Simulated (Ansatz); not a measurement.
# C2H6GeTe: a ladder of functionals and wavefunction methods

An exercise on one series of results from a longer session: the logs are not shown, and one member is left open.

Program: Ansatz 0.2.0, Gaussian basis. Level of theory: functionals in def2-TZVPP, the program's frozen cores in correlated methods. These are calculated values, not measurements.

Levels to be run: PBE-D4, r2SCAN-D4, PBE0-D4, B3LYP-D4, ωB97X-V, ωB97M-V, B2PLYP; CCSD(T)/def2-TZVPP; MP2/def2-QZVPP; extrapolation to the limit.

**Structure used throughout**

All runs share one geometry, relaxed beforehand with PBE0-D4 in a triple-zeta def2 set. Te takes the def2 core potential; no spin-orbit term is included.

SMILES `C=[C]([GeH3])[TeH]`, 10 atoms, charge 0, spin multiplicity 1.

Atoms are counted from 1 here; the program's logs count them from 0.

Bond lengths: C1–C2 1.330 Å, C1–H5 1.087 Å, C1–H6 1.087 Å, C2–Ge3 1.945 Å, C2–Te4 2.106 Å, Ge3–H7 1.536 Å, Ge3–H8 1.539 Å, Ge3–H9 1.538 Å, Te4–H10 1.659 Å. Angles: C2–C1–H5 123.2°, C2–C1–H6 120.8°, H5–C1–H6 116.0°, C1–C2–Ge3 121.9°, C1–C2–Te4 120.0°, Ge3–C2–Te4 118.0°, C2–Ge3–H7 109.9°, C2–Ge3–H8 108.4°, C2–Ge3–H9 109.2°, H7–Ge3–H8 110.4°, H7–Ge3–H9 108.8°, H8–Ge3–H9 110.1°, C2–Te4–H10 93.6°.

Set-up of the first run:

The input, in.yaml:

```yaml
crystal:
  periodic: [false, false, false]
  atoms:
    - {symbol: C, position_ang: [-1.500400, 0.610016, -0.558656]}
    - {symbol: C, position_ang: [-0.205461, 0.338377, -0.423907]}
    - {symbol: Ge, position_ang: [0.443835, -0.941929, 0.888175]}
    - {symbol: Te, position_ang: [1.193690, 1.201571, -1.739691]}
    - {symbol: H, position_ang: [-1.887472, 1.321129, -1.284105]}
    - {symbol: H, position_ang: [-2.240711, 0.119153, 0.068352]}
    - {symbol: H, position_ang: [1.075650, -2.146937, 0.175091]}
    - {symbol: H, position_ang: [-0.744264, -1.394061, 1.755493]}
    - {symbol: H, position_ang: [1.513054, -0.269954, 1.765773]}
    - {symbol: H, position_ang: [2.435178, 1.111634, -0.643623]}
basis:
  gaussian: {orbitals: def2-TZVPP}
hamiltonian: {xc: pbe, dispersion: d4}
output: {forces: true, orbitals: {seedname: orbitals}}
```

The run is started by

```bash
ansatz run in.yaml --threads 4 --pin off --events-out ev --progress --plain --max-ram 10444MiB
```

Among the steps run: PBE-D4 (GGA); r2SCAN-D4 (meta-GGA); PBE0-D4 (hybrid); B3LYP-D4 (hybrid); ωB97X-V (range-separated); ωB97M-V (range-separated); B2PLYP (double hybrid); CCSD(T) in def2-TZVPP; MP2 in def2-QZVPP.

One of the session's tables, all rows but one given; the rest of the session is left out.

It belongs to the step «Atomisation energies». 

```
            method  atomisation energy (kJ/mol)
            PBE-D4                       3254.6
         r2SCAN-D4                       3209.5
           PBE0-D4                       3203.7
          B3LYP-D4                       3200.6
           ωB97X-V                       3213.3
           ωB97M-V                       3186.9
            B2PLYP                            ?
     HF/def2-TZVPP                       2282.0
    MP2/def2-TZVPP                       3162.7
   CCSD/def2-TZVPP                       3091.9
CCSD(T)/def2-TZVPP                       3149.0
           MP2/CBS                       3242.3
       CCSD(T)/CBS                       3228.6
```

Estimate the missing values for B2PLYP.

The run gave: atomisation energy (kJ/mol): 3162.6. In the column «atomisation energy (kJ/mol)» it lies between CCSD(T)/def2-TZVPP (3149.0) and MP2/def2-TZVPP (3162.7).
